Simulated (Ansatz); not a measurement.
# LuTl₃ (distorted cell): a check of forces and pressure against finite differences

Program: Ansatz 0.2.0 through its Python package.

Run as a notebook:

```python
import warnings

import ansatz as az
import numpy as np
```

```python
params = {
    "functional": "r2scan",
    "smearing": "fermi_dirac",
    "width_ev": 0.15,
    "mixing_beta": 0.2,
    "cutoff_ev": 650,
    "mesh": (4, 4, 4),
    "tolerance": 1e-09,
}

vectors0 = np.array([
    [4.64325, 0.00552, 0.04836],
    [0.00552, 4.47381, 0.01883],
    [0.04836, 0.01883, 4.65123],
])
sites = [
    ("Lu", (0.00782, 0.99579, 0.98978)),
    ("Tl", (0.00818, 0.50966, 0.51172)),
    ("Tl", (0.49898, 0.99684, 0.51324)),
    ("Tl", (0.49851, 0.48422, 0.98453)),
]
```

```python
def build(cell):
    crystal = az.Crystal(lattice=az.Lattice.of(cell))
    for symbol, position in sites:
        crystal = crystal.atom(symbol, position)
    return crystal
```

```python
warnings.simplefilter("ignore", az.DeckWarning)
```

```python
def solve(crystal):
    return (
        crystal.calculation()
        .functional(params["functional"])
        .occupations(params["smearing"], width=params["width_ev"])
        .mixing("anderson", ndim=8, beta=params["mixing_beta"])
        .basis(params["cutoff_ev"], xc_grid=2)
        .kpoints(*params["mesh"])
        .scf(tolerance=params["tolerance"])
        .forces()
        .stress()
        .run(threads=1)
    ).report
```

```python
centre = solve(build(vectors0))
start = build(vectors0)
# central difference: F = -(E(+h) - E(-h)) / 2h
print(f"force on atom 1 along z: analytic {centre['forces_ev_ang'][1][2]:.4f} eV/A")
for h in (0.005, 0.02):
    shift = np.eye(3)[2] * h @ np.linalg.inv(vectors0)
    plus, minus = (solve(start.move(1, to=np.array(sites[1][1]) + sign * shift))["lagrangian_ev"] for sign in (1, -1))
    print(f"  step {h} A: numerical {-(plus - minus) / (2 * h):.4f} eV/A")
# P = -dF/dV; the difference feels the change of the plane-wave count with the cell
volume = abs(np.linalg.det(vectors0))
larger, smaller = (solve(build(vectors0 * (1 + sign * 0.005) ** (1 / 3)))["lagrangian_ev"] for sign in (1, -1))
numerical = -(larger - smaller) / (0.01 * volume) * 160.21766
print(f"pressure: analytic {np.trace(centre['stress_gpa']) / 3:.3f}, numerical {numerical:.3f} GPa")
```

    force on atom 1 along z: analytic -0.5556 eV/A
      step 0.005 A: numerical -0.5556 eV/A
      step 0.02 A: numerical -0.5556 eV/A
    pressure: analytic 4.861, numerical 4.863 GPa

These settings explore the input space; cutoff and mesh may be short of convergence. For a metal this k-point mesh is coarse: on a finer one energies can move by several to tens of meV an atom and pressures by half a GPa or more, differences at one mesh by less. A Fermi-Dirac width this large means warm electrons, whose thermal share enters the free energy. The program warned that this SCF threshold is loose for forces or stresses. Pressure is positive in compression. Spin-orbit coupling, which matters for elements this heavy, is left out. The cell is a database structure, distorted on purpose. The central difference errs as the square of the step, so the shorter step is the fairer test; what remains comes from the finite grid and the SCF threshold. The script silences the warnings on its input, which a real study should read. Wall time of the script: 18 min on 1 thread of Arm Neoverse V1, with other jobs on the host, peak memory 0.59 GiB.
